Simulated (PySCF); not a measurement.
# LiCa+: from the state search to spectroscopic constants

One job finds the state of LiCa+, follows it along the bond with each method and fits the curves.

The runs use PySCF 2.14.0; Li 3-21G, Ca 3-21G, no relativity.

### Step 1. The job

Settings of the job:

| Item | Value |
| --- | --- |
| atoms | Li, Ca |
| charge | 1 |
| basis | Li 3-21G, Ca 3-21G |
| Hamiltonian | no relativity |
| basis functions | 26 |
| electrons treated | 22 |
| masses in u | 7.0160, 39.9626 |
| levels | PBE0, PBE, r²SCAN, revPBE, PBEsol, TPSS, HSE06, HF, MP2, SCS-MP2, CCSD, CCSD(T) |
| grid | 80 radial by 434 angular points |
| occupations | held fixed by the projection of orbital angular momentum |
| dissociation limit | Li+ + Ca, each in its ground configuration |
| starting distance in angstrom | 2.975 |
| values of 2S to try | 0, 2 |

After this run come: The PBE0 curve of the state that the search chose; Other states along the same grid; PBE (GGA); r²SCAN (meta-GGA); revPBE (GGA); PBEsol; TPSS; HSE06; RHF (mean field); Correlated methods on the Hartree–Fock reference.

Before running it: what results should come out? Wanted: for each run, Re; ωe; De; μ.

**Answer**, as computed:

Lowest PBE0 solution found, without spin–orbit coupling: ¹Σ⁺ (singlet), closed shell. State 2 has its PBE0 minimum 1.21 eV higher. The other levels ran on the lowest alone.

| level | Re (Å) | ωe (cm⁻¹) | De (eV) | μ (D) |
| --- | --- | --- | --- | --- |
| RHF | 3.415 | 233.3 | 1.12 | -4.12 |
| RHF-MP2 | 3.416 | 230.0 | 1.10 | n/a |
| RHF-SCS-MP2 | 3.416 | 229.3 | 1.10 | n/a |
| RHF-CCSD | 3.428 | 225.6 | 1.04 | n/a |
| RHF-CCSD(T) | 3.428 | 225.5 | 1.04 | n/a |
| PBE | 3.339 | 235.2 | 1.25 | -4.48 |
| PBEsol | 3.344 | 234.0 | 1.21 | -4.62 |
| revPBE | 3.360 | 233.5 | 1.27 | -4.30 |
| TPSS | 3.352 | 239.8 | 1.32 | -3.95 |
| r²SCAN | 3.377 | 234.6 | 1.14 | -4.50 |
| PBE0 | 3.336 | 240.6 | 1.24 | -4.27 |
| HSE06 | 3.337 | 239.2 | 1.23 | -4.33 |

De is counted to Li+ + Ca in their ground configurations. A positive dipole points from Li to Ca; in an ion it is taken about the centre of mass and does not tell which atom is negative.

Differences from CCSD(T) in the same basis:

| level | Re (mÅ) | ωe (%) |
| --- | --- | --- |
| RHF | -13 | +3.4 |
| RHF-MP2 | -12 | +2.0 |
| RHF-SCS-MP2 | -12 | +1.7 |
| RHF-CCSD | 0 | 0.0 |
| PBE | -89 | +4.3 |
| PBEsol | -84 | +3.8 |
| revPBE | -68 | +3.6 |
| TPSS | -76 | +6.3 |
| r²SCAN | -51 | +4.0 |
| PBE0 | -92 | +6.7 |
| HSE06 | -91 | +6.1 |

Against CCSD(T) in the same basis, the bond length is nearest at RHF-CCSD (0 mÅ) and farthest at PBE0 (-92 mÅ); the wavenumber is nearest at RHF-CCSD (0.0 %) and farthest at PBE0 (+6.7 %). Hartree–Fock makes the bond too short and too stiff against this reference, as it mostly does. CCSD(T) in a basis this small is itself some way from its limit, more so than the functionals. Of the levels with a De here, RHF-CCSD gives the least (1.04 eV) and TPSS the most (1.32 eV).

Correlated steps freeze 5 core orbitals. The basis is very small, so these numbers show the basis as much as the molecule.
